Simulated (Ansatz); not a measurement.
This script makes an atomisation energy of CH₂BrI, SMILES BrCI with Ansatz 0.2.0 through its Python package.

`run_tae.py`:
```python
from collections import Counter
from dataclasses import dataclass

import ansatz


@dataclass(frozen=True)
class Options:
    basis_set: str = "def2-SVP"
    xc: str = "b3lyp"
    dispersion: str = "d3bj"


settings = Options()


def total_energy(molecule, charge=0, unpaired=0):
    calc = (
        molecule.calculation()
        .basis(gaussian=settings.basis_set)
        .functional(settings.xc, dispersion=settings.dispersion)
    )
    if charge:
        calc = calc.charge(charge)
    if unpaired:
        calc = calc.spin("collinear", total=unpaired)
    report = calc.run(threads=1, backend="cpu").report
    if report["published_state_doubts"]:
        print("  doubts:", report["published_state_doubts"])
    return report["free_energy_ev"]

system = (
    ansatz.Crystal.molecule()
    .atom("Br", (-1.731, -0.1638, 0.4267))
    .atom("C", (0.0589, 0.0874, -0.1854))
    .atom("I", (1.3047, -0.7812, 1.2072))
    .atom("H", (0.2977, 1.1757, -0.3047))
    .atom("H", (0.1196, -0.3918, -1.1851))
)

unpaired = {"Br": 1, "C": 2, "I": 1, "H": 1}
counts = Counter(site.symbol for site in system.cartesian_sites)
atom_energy = {s: total_energy(ansatz.Crystal.molecule().atom(s, (0, 0, 0)), 0, unpaired[s]) for s in counts}
whole = total_energy(system, 0, 0)
for s, e in atom_energy.items():
    print(f"{s:2s} x{counts[s]}  {e:14.5f} eV")
print(f"CH2BrI: {whole:.5f} eV")
split = sum(counts[s] * e for s, e in atom_energy.items()) - whole
print(f"atomisation energy (no zero-point term): {split:.3f} eV, {split / sum(counts.values()):.3f} eV an atom")
```

What does it cost to take this molecule apart into atoms?

14.244 eV from the electronic energies, without the zero-point term.

The output:

```console
$ python run_tae.py
Br x1    -70037.38801 eV
C  x1     -1028.97301 eV
I  x1     -8102.69285 eV
H  x2       -13.63995 eV
CH2BrI: -79210.57734 eV
atomisation energy (no zero-point term): 14.244 eV, 2.849 eV an atom
```

Reading the output:
- Total energies depend on the basis set; only differences at equal settings carry meaning.
- The geometry is a force-field or estimated start, not a minimum of this method, and the basis set is short of its limit. All parts are taken at fixed geometry, without zero-point energy.
- def2 sets replace the cores of elements past krypton by effective core potentials.
- b3lyp holds the VWN-RPA fit, as in Gaussian; the form of ORCA and Turbomole is b3lyp5.
- The spin-orbit lowering of heavy atoms is left out.
- Timing: 3.8 s on 1 thread of Arm Neoverse V2 (shared host), peak memory 0.23 GiB.

(Lines on the test bed's own set-up are left out of the output.)
